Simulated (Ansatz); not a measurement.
# CH8Al2OSi: the cost of one run

The runs use Ansatz 0.2.0, Gaussian basis; functionals in def2-TZVPP, the program's frozen cores in correlated methods.

The runs, in order: PBE-D4, r2SCAN-D4, PBE0-D4, B3LYP-D4, ωB97X-V, ωB97M-V, B2PLYP; CCSD(T)/def2-TZVPP; MP2/def2-QZVPP; extrapolation to the limit.

## Step 1: The relaxed structure

An earlier PBE0-D4 in a triple-zeta def2 set relaxation fixed the geometry.

13 atoms, charge 0, spin multiplicity 1.

Atoms are counted from 1 here; the program's logs count them from 0.

Bond lengths: O1–Si2 1.725 Å, O1–Al5 2.008 Å, O1–H6 0.962 Å, Si2–C3 1.825 Å, Si2–H7 1.485 Å, Si2–H8 1.488 Å, C3–Al4 2.017 Å, C3–H9 1.094 Å, C3–H10 1.099 Å, Al4–Al5 2.571 Å, Al4–H11 1.598 Å, Al5–H12 1.601 Å, Al5–H13 1.602 Å. Angles: Si2–O1–Al5 127.5°, Si2–O1–H6 116.3°, Al5–O1–H6 115.6°, O1–Si2–C3 106.7°, O1–Si2–H7 106.4°, O1–Si2–H8 102.5°, C3–Si2–H7 112.6°, C3–Si2–H8 118.6°, H7–Si2–H8 108.9°, Si2–C3–Al4 110.4°, Si2–C3–H9 111.3°, Si2–C3–H10 110.4°, Al4–C3–H9 112.2°, Al4–C3–H10 104.9°, H9–C3–H10 107.5°, C3–Al4–Al5 102.1°, C3–Al4–H11 113.3°, Al5–Al4–H11 144.6° and more.

## Step 2: PBE-D4 (GGA)

Input file in.yaml:

```yaml
crystal:
  periodic: [false, false, false]
  atoms:
    - {symbol: O, position_ang: [0.563733, 1.232280, -0.237107]}
    - {symbol: Si, position_ang: [1.446059, -0.207546, 0.114977]}
    - {symbol: C, position_ang: [0.247776, -1.404072, 0.794618]}
    - {symbol: Al, position_ang: [-1.603383, -1.022728, 0.089320]}
    - {symbol: Al, position_ang: [-1.360755, 1.380617, -0.789896]}
    - {symbol: H, position_ang: [1.078813, 2.041744, -0.302132]}
    - {symbol: H, position_ang: [2.039856, -0.660000, -1.168883]}
    - {symbol: H, position_ang: [2.533958, 0.290341, 0.998906]}
    - {symbol: H, position_ang: [0.560135, -2.434152, 0.598807]}
    - {symbol: H, position_ang: [0.165221, -1.286178, 1.883913]}
    - {symbol: H, position_ang: [-2.617549, -2.241247, 0.286320]}
    - {symbol: H, position_ang: [-1.809133, 2.627693, 0.109140]}
    - {symbol: H, position_ang: [-1.224228, 1.648346, -2.363083]}
basis:
  gaussian: {orbitals: def2-TZVPP}
hamiltonian: {xc: pbe, dispersion: d4}
output: {forces: true, orbitals: {seedname: orbitals}}
```

Started as:

```console
> ansatz run in.yaml --threads 4 --pin off --events-out ev --progress --plain --max-ram 10444MiB
```

Q: Estimate wall time and peak memory on 4 threads of Arm Neoverse V1, shared host.

About 3.7 s, with a peak of 0.48 GiB.
